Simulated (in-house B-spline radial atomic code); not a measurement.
**Pr in a hard spherical wall**

What does confinement do to Pr? The free system is solved first, then the same system inside hard walls. More than one configuration is followed.

Method: Dirac-Hartree-Fock, average of configuration, Fermi nucleus, basis-set limit. Code: in-house B-spline radial atomic code version 1.

**1. Starting point**

```
element       : praseodymium (Z = 59)
charge        : 0
electrons     : 59
configuration : [Xe] 4f3 6s2
Hamiltonian   : Dirac-Coulomb
nucleus       : Fermi, rms radius 4.892 fm
```

Outer shells as boxes (Hund's rule):

[Xe] 4f3 6s2
```
[Xe] core
4f [↑ ][↑ ][↑ ][  ][  ][  ][  ]
6s [↑↓]
```

The boxes draw the filling by Hund's rule, which heavy ions in jj coupling don't follow; these runs average over all states of the configuration.

**2. The free system**

Settings of the run:

```ini
Z = 59
electrons = 59.0
configuration = [Xe] 4f3 6s2
hamiltonian = dirac
method = hf
spin_polarised = False
nucleus = fermi
rms_radius = 4.8919
mass_number = 141
atomic_mass = 140.907659604
speed_of_light = 137.035999084
```

**3. Wall at 6.03 bohr, configuration [Xe] 4f3 6s2**

Settings: those of step 2 with these lines changed.

```diff
@@ -11 +11,2 @@
 speed_of_light = 137.035999084
+wall_radius = 6.03
```

**4. Wall at 3.23 bohr, configuration [Xe] 4f3 6s2**

Settings: those of step 3 with these lines changed.

```diff
@@ -11,2 +11,2 @@
 speed_of_light = 137.035999084
-wall_radius = 6.03
+wall_radius = 3.23
```

**5. Wall at 1.35 bohr, configuration [Xe] 4f3 6s2**

Settings: those of step 4 with these lines changed.

```diff
@@ -11,2 +11,2 @@
 speed_of_light = 137.035999084
-wall_radius = 3.23
+wall_radius = 1.35
```

**6. Wall at 6.03 bohr, configuration [Kr] 4d9 4f4 5s2 5p6 6s2**

Settings of the run:

```ini
Z = 59
electrons = 59.0
configuration = [Kr] 4d9 4f4 5s2 5p6 6s2
hamiltonian = dirac
method = hf
spin_polarised = False
nucleus = fermi
rms_radius = 4.8919
mass_number = 141
atomic_mass = 140.907659604
speed_of_light = 137.035999084
wall_radius = 6.03
```

**7. Wall at 3.23 bohr, configuration [Kr] 4d9 4f4 5s2 5p6 6s2**

Settings: those of step 6 with these lines changed.

```diff
@@ -11,2 +11,2 @@
 speed_of_light = 137.035999084
-wall_radius = 6.03
+wall_radius = 3.23
```

**8. Wall at 1.35 bohr, configuration [Kr] 4d9 4f4 5s2 5p6 6s2**

Settings: those of step 7 with these lines changed.

```diff
@@ -11,2 +11,2 @@
 speed_of_light = 137.035999084
-wall_radius = 3.23
+wall_radius = 1.35
```

**9. Wall at 6.03 bohr, configuration [Kr] 4d10 4f3 5s2 5p5 6s2 6d1**

Settings of the run:

```ini
Z = 59
electrons = 59.0
configuration = [Kr] 4d10 4f3 5s2 5p5 6s2 6d1
hamiltonian = dirac
method = hf
spin_polarised = False
nucleus = fermi
rms_radius = 4.8919
mass_number = 141
atomic_mass = 140.907659604
speed_of_light = 137.035999084
wall_radius = 6.03
```

**10. Wall at 3.23 bohr, configuration [Kr] 4d10 4f3 5s2 5p5 6s2 6d1**

Settings: those of step 9 with these lines changed.

```diff
@@ -11,2 +11,2 @@
 speed_of_light = 137.035999084
-wall_radius = 6.03
+wall_radius = 3.23
```

**11. Wall at 1.35 bohr, configuration [Kr] 4d10 4f3 5s2 5p5 6s2 6d1**

Settings: those of step 10 with these lines changed.

```diff
@@ -11,2 +11,2 @@
 speed_of_light = 137.035999084
-wall_radius = 3.23
+wall_radius = 1.35
```

What do the energy and the highest level do as the wall closes in, and which configuration is lower at each radius?

**Answer**, as computed:

| configuration | radius (bohr) | energy above the free system (eV) | highest level (eV) |
| --- | --- | --- | --- |
| [Xe] 4f3 6s2 | 6.03 | 5.082 | -1.329 (6s1/2) |
| [Xe] 4f3 6s2 | 3.23 | 95.278 | 38.536 (6s1/2) |
| [Xe] 4f3 6s2 | 1.35 | 3630.67 | 791.96 (6s1/2) |
| [Kr] 4d9 4f4 5s2 5p6 6s2 | 6.03 | 119.38 | -1.367 (6s1/2) |
| [Kr] 4d9 4f4 5s2 5p6 6s2 | 3.23 | 208.58 | 38.123 (6s1/2) |
| [Kr] 4d9 4f4 5s2 5p6 6s2 | 1.35 | 3758.81 | 791.65 (6s1/2) |
| [Kr] 4d10 4f3 5s2 5p5 6s2 6d1 | 6.03 | 39.615 | 11.419 (6d5/2) |
| [Kr] 4d10 4f3 5s2 5p5 6s2 6d1 | 3.23 | 186.60 | 81.251 (6d5/2) |
| [Kr] 4d10 4f3 5s2 5p5 6s2 6d1 | 1.35 | 4226.72 | 899.29 (6d5/2) |

What this shows: For [Xe] 4f3 6s2 the energy above the free reference is 5.082 eV at 6.03 bohr and 3630.67 eV at 1.35 bohr. Its highest level passes zero between 6.03 and 3.23 bohr; in smaller spheres the level is positive, pushed up by confinement, and the wall keeps the electron in. Of [Xe] 4f3 6s2 and [Kr] 4d9 4f4 5s2 5p6 6s2, the first stays lower at every radius that both share. At 1.35 bohr the lowest of all 3 is [Xe] 4f3 6s2. A hard wall is a crude model of an atom's surroundings.
